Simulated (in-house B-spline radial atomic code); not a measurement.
# Cu⁷⁺: ionisation energy by several methods

The task here is to estimate one member of a computed series from the others.

Method: Dirac-Coulomb, several functionals; spherical all-electron atom at the radial basis limit. Code: in-house B-spline radial atomic code version 1.

## The system

* element: copper (Z = 29)
* charge: +7
* electrons: 22
* configuration: [Ar] 3d4
* nucleus: Fermi, rms radius 3.882 fm

Outer shells as boxes (Hund's rule):

[Ar] 3d4
```
[Ar] core
3d [↑ ][↑ ][↑ ][↑ ][  ]
```

The boxes only draw the filling; these runs are spin-restricted and spherical.

Set-up of the first run:

The run's settings:

```ini
Z = 29
electrons = 22.0
configuration = [Ar] 3d4
hamiltonian = dirac
method = lda,pw
spin_polarised = False
nucleus = fermi
rms_radius = 3.8823
mass_number = 63
atomic_mass = 62.929597119
speed_of_light = 137.035999084
```

Among the steps run: LDA (PW92); LDA (VWN5); PBEsol, a GGA; RPBE, a GGA; OLYP, a GGA; PBE, a GGA.

One of the session's tables, all rows but one given; the rest of the session is left out.

| method | ΔSCF (eV) | with Breit, QED, recoil (eV) |
| --- | --- | --- |
| LDA (PW92) | 165.86 | 165.87 |
| LDA (VWN5) | 165.87 | 165.88 |
| PBEsol | 165.51 | 165.52 |
| RPBE | 165.48 | 165.49 |
| OLYP | ? | ? |
| PBE | 165.56 | 165.57 |

Estimate the missing values for OLYP.

**Answer.** ΔSCF (eV): 166.21; with Breit, QED, recoil (eV): 166.21. In the column «ΔSCF (eV)» it is the highest.

Tables give 166 ± 2.1 eV (tabulated theoretical; NIST Atomic Spectra Database) for the ionisation energy. LDA (VWN5) misses by -0.12 eV, the least, and RPBE by -0.51 eV (0.31 %), the most. The table's own uncertainty is as large as these misses, so the order means little. PBE is off by -0.43 eV. Open shells are averaged (over orientations, and over spins where the run is restricted), while tables refer to the lowest levels. For the semilocal functionals minus the highest level recovers only 91 % of their own ΔSCF value, a mark of self-interaction.

Members of this set that are not shown: 8 used exact exchange with fractional occupations of an open shell, which is unsound here.
